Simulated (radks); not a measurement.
**Rh³⁺ in [Ar] 3d10 4s2 4p4 4d6 5s2: an all-electron calculation**

What are the levels of the rhodium ion Rh3+, how large are its shells, and how does its energy divide?

Program: radks (a radial shooting solver on a logarithmic mesh, Libxc functionals) version 1. Level of theory: Dirac Kohn-Sham, LDA (Slater exchange, Perdew-Wang correlation), spin-unpolarised, spherical densities, point nucleus; open shells are shared between the two j in proportion to 2j + 1. These are calculated values, not measurements, unless marked.

## 1. The atom as given

- element: rhodium (Z = 45)
- charge: +3
- electrons: 42
- configuration: [Ar] 3d10 4s2 4p4 4d6 5s2

Outer shells as boxes (Hund's rule):

Rh³⁺
```
[Ar] core
3d [↑↓][↑↓][↑↓][↑↓][↑↓]
4s [↑↓]
4p [↑↓][↑ ][↑ ]
4d [↑↓][↑ ][↑ ][↑ ][↑ ]
5s [↑↓]
```

## 2. The calculation

The run's settings:

```text
Z 45
configuration [Ar] 3d10 4s2 4p4 4d6 5s2
relativity Dirac
functional lda,pw
spin unpolarised
j_filling average
nucleus point
c 137.035999084
```

Launch:

```
> python run_ks.py task.json out
```

The same process makes all the runs of this session.

**Question.** What will this run give?

As calculated:

| quantity | value |
| --- | --- |
| total energy | -4773.76974 hartree |
| exchange-correlation share of it | 2.77 % |
| −T/E | 1.0423 |
| highest occupied level | 5s1/2, -34.327 eV |
| most extended occupied level | 5s1/2, <r> = 2.30 bohr |
| radius at density 0.001 e/bohr³ | 3.75 bohr |
| maxima of the radial density | 4 |

**Reading.** The radial density shows 4 maxima for 5 occupied principal shells; where shells overlap, one shows as a shoulder or not at all. Relativity lifts −T/E to 1.042. This is not the tabulated ground configuration, so its levels and sizes aren't those of the ground state, and no measured value stands beside it.
